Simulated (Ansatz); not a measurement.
# HF/STO-3G run of SnClF (SMILES [F][Sn][Cl])

Aim: the electronic atomisation energy of SnClF at HF/STO-3G, from 4 runs. 

Program for the calculation: Ansatz 0.2.0.

59 further runs of the same task are left out: 12 that didn't finish, 47 set aside as unsound or not needed.

### 1 The molecule

The species is SnClF (3 atoms), meant as a singlet with charge 0. SMILES: `[F][Sn][Cl]`. The shape is that of a PBE0-D4/def2-TZVP optimisation.

Bond lengths: F1–Sn2 1.935 Å, Sn2–Cl3 2.360 Å. Angles: F1–Sn2–Cl3 96.9°.

### 2 The energy at HF/STO-3G

job.yaml

```yaml
crystal:
  periodic: [false, false, false]
  atoms:
    - {symbol: F, position_ang: [-1.389600, 0.223100, -0.744400]}
    - {symbol: Sn, position_ang: [0.164300, 0.898100, 0.190700]}
    - {symbol: Cl, position_ang: [1.214300, -1.186000, 0.540500]}
basis:
  gaussian: {orbitals: STO-3G}
hamiltonian: {xc: hf}
accuracy: high
```

The run is started by

```sh
$ ansatz run job.yaml --threads 1 --pin off --max-ram 2610MiB --events-out events.jsonl --progress --plain --runs-dir runs
```

Log:

```text
Warning: RAYON_NUM_THREADS=1 ignored (pool sized by the plan → 1); use --threads N
Functional definition: HF
  name "HF"
  exchange = exact_x
  correlation = 0
752 factors; integrals over basis functions are off by at most 5.4e-9 eV
mean field evaluation 1: about -177306.1825 eV, gradient 1.8e1 eV
mean field evaluation 2: about -177306.2679 eV, gradient 1.8e1 eV
mean field evaluation 4: about -177308.6433 eV, gradient 1.5e0 eV
mean field evaluation 8: about -177308.6643 eV, gradient 6.8e-4 eV
mean field -177308.66428284 eV, -6515.9732282651 hartree, gradient 3.3e-8 eV, S^2 0.000000; 0 other end points of the search recorded, 0 dependent functions left out
reference -177308.66428284 eV, -6515.9732282651 hartree; 38, 38 occupied and 3, 3 virtual orbitals, 752 factors
Total energy: -177308.66428284 eV, -6515.9732282651 hartree
```

Wall time 0.79 s (1 thread of Arm Neoverse V1, shared host); peak memory 0.1 GiB.

### 3 The Cl atom

run.yaml

```yaml
crystal:
  periodic: [false, false, false]
  atoms:
    - {symbol: Cl, position_ang: [0.000000, 0.000000, 0.000000]}
basis:
  gaussian:
    orbitals: STO-3G
magnetization:
  spin_polarized: true
  initial_magnetization: 1
hamiltonian:
  xc: hf
accuracy: high
```

Run the same way, it converges to -454.54219 Eh (log not shown).

### 4 The F atom, same level

run.yaml, as its differences from that of step 3:

```diff
@@ -3,3 +3,3 @@
   atoms:
-    - {symbol: Cl, position_ang: [0.000000, 0.000000, 0.000000]}
+    - {symbol: F, position_ang: [0.000000, 0.000000, 0.000000]}
 basis:
```

Run the same way, it converges to -97.98651 Eh (log not shown).

### 5 The Sn atom

input.yaml

```yaml
crystal:
  periodic: [false, false, false]
  atoms:
    - symbol: Sn
      position_ang: [0.000000, 0.000000, 0.000000]
basis:
  gaussian:
    orbitals: STO-3G
magnetization:
  spin_polarized: true
  initial_magnetization: 2
hamiltonian:
  xc: hf
accuracy: high
```

Run the same way, it converges to -5963.20613 Eh (log not shown).

### 6 What came out

Level: HF/STO-3G.

```
                     quantity           value
       molecule: total energy  -6515.97323 Eh
        Cl atom: total energy   -454.54219 Eh
                Cl atom: ⟨S²⟩           0.750
         F atom: total energy    -97.98651 Eh
                 F atom: ⟨S²⟩           0.750
        Sn atom: total energy  -5963.20613 Eh
                Sn atom: ⟨S²⟩           2.000
electronic atomisation energy        6.487 eV
```

What this shows: Taking the molecule apart into free atoms costs 6.49 eV (150 kcal/mol), before zero-point energy and without spin-orbit coupling. Hartree–Fock lacks the correlation of the bonding pairs, which as a rule makes this value much too low; in minimal bases other errors can mask that. In a minimal basis such a difference can be off by several eV, whatever the method. Relativity is left out (molecule) although the molecule holds a heavy atom. Relativity is left out (Sn atom) although the molecule holds a heavy atom.
